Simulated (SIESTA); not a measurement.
Crystal: As2S.

```
As S
1.0
    -3.50648    3.50648    2.48592
     3.50648   -3.50648    2.48592
     3.50648    3.50648   -2.48592
As S
4 2
Cartesian
  -1.7532 3.5065 1.8644
  1.7532 3.5065 1.8644
  0.0000 1.7532 0.6215
  0.0000 5.2597 0.6215
  3.5065 0.0000 1.2430
  0.0000 0.0000 2.4859
```

The cell comes from a database or a generator and needn't be the stable form of this composition.

Base run:

```yaml
Program: SIESTA 5.4.2
Functional: PBE
Potentials_or_basis: PseudoDojo 0.4 standard (PBE files)
Basis: DZP (energy shift 0.003 Ry; two zetas on semicore shells)
Grid_cutoff: 500 Ry
Energy_shift: 0.003 Ry
k_mesh: 7 × 7 × 7
Occupations: fermi-dirac, width 0.05 eV
Spin: no spin polarisation
```

Its results: band gap on the k mesh none (metal or under the smearing width); pressure 2.6 GPa.

Q: The run is repeated on the same cell with these changes: functional from PBE to PBEsol; potentials or basis from PseudoDojo 0.4 standard (PBE files) to PseudoDojo 0.4 standard (PBEsol files). What comes out?

A: Band gap on the k mesh none (metal or under the smearing width); pressure -1.0 GPa.

Caveats: the basis of atomic orbitals isn't converged, which shifts pressures, moduli and gaps.
